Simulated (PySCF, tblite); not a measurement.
# C₄H₁₀P₂S: geometry, infrared bands and NMR shifts

Wanted: the infrared bands and NMR shifts of C₄H₁₀P₂S (`PP1CCSCC1`), by calculation.

Computed with tblite 0.8.0 and PySCF 2.14.0, with density-fitted response routines of our own, on a single molecule in the gas phase. Atoms count from 0, in the outputs and in this text.

### Step 1. The molecule as given

17 atoms, charge 0, multiplicity 1; geometry from: force field or distance geometry start.

Bonds of the start (Å): P0–P1 2.28, P1–C2 1.87, C2–C3 1.53, C3–S4 1.83, S4–C5 1.84, C5–C6 1.54, C6–P1 1.85, P0–H7 1.41, P0–H8 1.42, C2–H9 1.08, C2–H10 1.09, C3–H11 1.11, C3–H12 1.09, C5–H13 1.09, C5–H14 1.09, C6–H15 1.11, C6–H16 1.09.

### Step 2. Optimising the geometry with GFN2-xTB

What the job is given:

```
{"job": {"kind": "relax", "xc": "GFN2-xTB", "basis": "xTB"}, "charge": 0, "multiplicity": 1}
P      2.214200     1.689200    -1.014300
P      0.460000     0.260700    -1.334500
C      0.907800    -0.945600     0.020400
C     -0.297100    -1.811500     0.385700
S     -1.615000    -0.896800     1.275800
C     -2.007600     0.364400    -0.005700
C     -0.796100     1.230200    -0.383500
H      3.280800     0.794100    -1.224900
H      2.293900     1.661000     0.400600
H      1.701100    -1.585200    -0.350600
H      1.277000    -0.436900     0.909300
H      0.037200    -2.611500     1.076200
H     -0.738400    -2.311700    -0.470800
H     -2.779200     1.007000     0.414600
H     -2.437500    -0.128600    -0.874000
H     -0.372800     1.680700     0.535500
H     -1.135300     2.052500    -1.016900
```

Started as:

```sh
$ OMP_NUM_THREADS=1 python probes_run.py task.json out
```

One launch serves the whole session: the jobs run in the order shown.

**Question.** This job is followed by: GFN2-xTB harmonic vibrations, gas phase; GIAO PBE0/pcSseg-1 NMR shielding, non-relativistic, gas phase. What will the session give for the following? strongest single infrared mode (GFN2-xTB); zero-point energy (GFN2-xTB); 13C shifts against TMS (PBE0/pcSseg-1, means over atoms taken as alike); 1H shifts against TMS (PBE0/pcSseg-1, means over atoms taken as alike); 31P shifts against H3PO4 (PBE0/pcSseg-1); 33S shifts against CS2 (PBE0/pcSseg-1); surface potential, 1st and 99th percentile.

**Answer**, as computed:

| quantity | value |
| --- | --- |
| strongest single infrared mode (GFN2-xTB) | 2318 cm⁻¹, 103 km/mol |
| zero-point energy (GFN2-xTB) | 81.2 kcal/mol |
| 13C shifts against TMS (PBE0/pcSseg-1, means over atoms taken as alike) | 35.3, 33.4 ppm |
| 1H shifts against TMS (PBE0/pcSseg-1, means over atoms taken as alike) | 2.84, 2.34, 1.85 ppm |
| 31P shifts against H3PO4 (PBE0/pcSseg-1) | -87.5, -206.9 ppm |
| 33S shifts against CS2 (PBE0/pcSseg-1) | 25 ppm |
| surface potential, 1st and 99th percentile | -1.05 V and 0.90 V |

The optimisation took 135 steps and gained 0.327 eV; among the close pairs (by a distance rule), P0–P1 changed most, from 2.285 to 2.170 Å. No mode is imaginary among the 45: a minimum at this level. The strongest single mode, at 2318 cm⁻¹, moves mainly H7 and H8. GFN2-xTB is a fitted tight-binding method: band positions and strengths are rough. Its intensities can rank the bands wrongly. At PBE0/pcSseg-1: The largest span, 238 ppm, is at S4, where the paramagnetic term is -577 ppm.
